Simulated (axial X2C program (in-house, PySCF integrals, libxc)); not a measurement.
**STiS: bond lengths and stretches, held linear**

An exercise on one series of results from a longer session: the logs are not shown, and one member is left open.

Computed with an in-house X2C program for linear molecules on PySCF integrals. Level: all-electron X2C, two-component (2c) or spin-free, S dyall-av3z, Ti dyall-v3z.

All values are calculated.

2 further runs of the same task are left out: 2 set aside as unsound or not needed.

Set-up of the first run:

Input file task.json:

```json
{"zs": [16, 22, 16], "q": 0, "bas": ["dyall-av3z", "dyall-v3z", "dyall-av3z"], "r0": [2.11, 2.11], "symm": 1, "scan": ["PBE0", "HF", "TPSSh"], "levels": ["PBE0", "HF", "LDA"], "nst": 2}
```

Keys: zs atomic numbers; q charge; bas basis sets; r0 starting distance in Å; symm equal bonds; scan levels of the two-bond scan (MP2 follows by itself at each HF point); levels methods; nst determinants followed.

On the command line:

```
$ python solin.py task.json out
```

Masses S 31.972, Ti 47.948, S 31.972 u.

Steps of the session up to this table: Scan at PBE0, 2c; Scan at HF, 2c; Scan at TPSSh, 2c.

One table of the session follows, with a row left open; its other results are not shown here.

```
           level  r(S–Ti) (Å)  r(Ti–S) (Å)  lower stretch (cm⁻¹)  upper stretch (cm⁻¹)
        PBE0, 2c        2.120        2.120                 463.2                 640.4
          HF, 2c        2.105        2.105                 513.2                 692.8
       TPSSh, 2c        2.134        2.134                 449.8                 625.3
         MP2, 2c            ?            ?                     ?                     ?
 PBE0, spin-free        2.120        2.120                 463.4                 640.6
   HF, spin-free        2.105        2.105                 513.8                 692.9
TPSSh, spin-free        2.134        2.134                 450.1                 625.6
```

**Question.** Estimate the row for MP2, 2c.

As computed: r(S–Ti) (Å): 2.160; r(Ti–S) (Å): 2.160; lower stretch (cm⁻¹): 410.1; upper stretch (cm⁻¹): 598.7. In the column «r(S–Ti) (Å)» it is the highest.

Scans not shown above were run alike.

In words: Over the levels the S–Ti bond spans 2.105 to 2.160 Å and the Ti–S bond 2.105 to 2.160 Å. At PBE0 spin–orbit coupling leaves both bonds unchanged to 0.001 Å. Each state is one determinant, the lowest of a limited PBE0 search; the stretches come from a fit to few points and are good to some per cent at best. The levels spread by more than a fifth in the stretches, which depend strongly on the method. MP2 freezes inner shells (threshold -2 hartree). The molecule was held linear; bending was not examined, so a bent shape may lie lower.
